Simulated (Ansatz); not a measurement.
# CH4GeOSi: how energies converge with the basis set

An exercise on one series of results from a longer session: the logs are not shown, and one member is left open.

The runs use Ansatz 0.2.0, Gaussian basis; one geometry, several basis sets.

The runs, in order: PBE0-D4/def2-SVP; ωB97M-V/def2-SVP; PBE0-D4/def2-QZVPP; ωB97M-V/def2-QZVPP; the functionals' def2-TZVPP values are taken from earlier runs.

**Structure used throughout**

All runs share one geometry, relaxed beforehand with PBE0-D4 in a triple-zeta def2 set.

8 atoms, charge 0, spin multiplicity 1.

Atoms are counted from 1 here; the program's logs count them from 0.

Bond lengths: O1–C2 1.127 Å, C2–Si3 2.011 Å, Si3–Ge4 2.356 Å, Si3–H5 1.489 Å, Si3–H6 1.488 Å, Ge4–H7 1.707 Å, Ge4–H8 1.596 Å. Angles: O1–C2–Si3 159.5°, C2–Si3–Ge4 112.6°, C2–Si3–H5 92.0°, C2–Si3–H6 92.4°, Ge4–Si3–H5 118.5°, Ge4–Si3–H6 125.4°, H5–Si3–H6 107.6°, Si3–Ge4–H7 53.2°, Si3–Ge4–H8 83.3°, H7–Ge4–H8 85.8°.

Set-up of the first run:

The input, in.yaml:

```yaml
crystal:
  periodic: [false, false, false]
  atoms:
    - {symbol: O, position_ang: [2.007070, -0.020298, 2.089436]}
    - {symbol: C, position_ang: [1.311281, 0.401555, 1.308998]}
    - {symbol: Si, position_ang: [0.007863, 0.453538, -0.221869]}
    - {symbol: Ge, position_ang: [-0.446903, -1.686730, -1.095068]}
    - {symbol: H, position_ang: [0.883439, 1.368107, -1.004675]}
    - {symbol: H, position_ang: [-0.952642, 1.293543, 0.542790]}
    - {symbol: H, position_ang: [-1.083073, -0.201382, -1.645684]}
    - {symbol: H, position_ang: [-1.634834, -1.665333, -0.029729]}
basis:
  gaussian: {orbitals: def2-SVP}
hamiltonian: {xc: pbe0, dispersion: d4}
output: {orbitals: {seedname: orbitals}}
```

Steps of the session up to this table: PBE0-D4 in def2-SVP; ωB97M-V in def2-SVP; PBE0-D4 in def2-QZVPP; ωB97M-V in def2-QZVPP.

One table of the session follows, with a row left open; its other results are not shown here.

It belongs to the step «Functionals by basis». 

| functional | basis | HOMO (eV) | LUMO (eV) |
| --- | --- | --- | --- |
| PBE0-D4 | def2-SVP | -6.71 | -2.35 |
| PBE0-D4 | def2-TZVPP | -6.74 | -2.38 |
| PBE0-D4 | def2-QZVPP | -6.76 | -2.42 |
| ωB97M-V | def2-SVP | ? | ? |
| ωB97M-V | def2-TZVPP | -8.66 | -0.41 |
| ωB97M-V | def2-QZVPP | -8.68 | -0.50 |

Estimate the missing values for ωB97M-V, def2-SVP.

**Answer.** HOMO (eV): -8.60; LUMO (eV): -0.30. In the column «HOMO (eV)» it lies between ωB97M-V, def2-TZVPP (-8.66) and PBE0-D4, def2-QZVPP (-6.76).
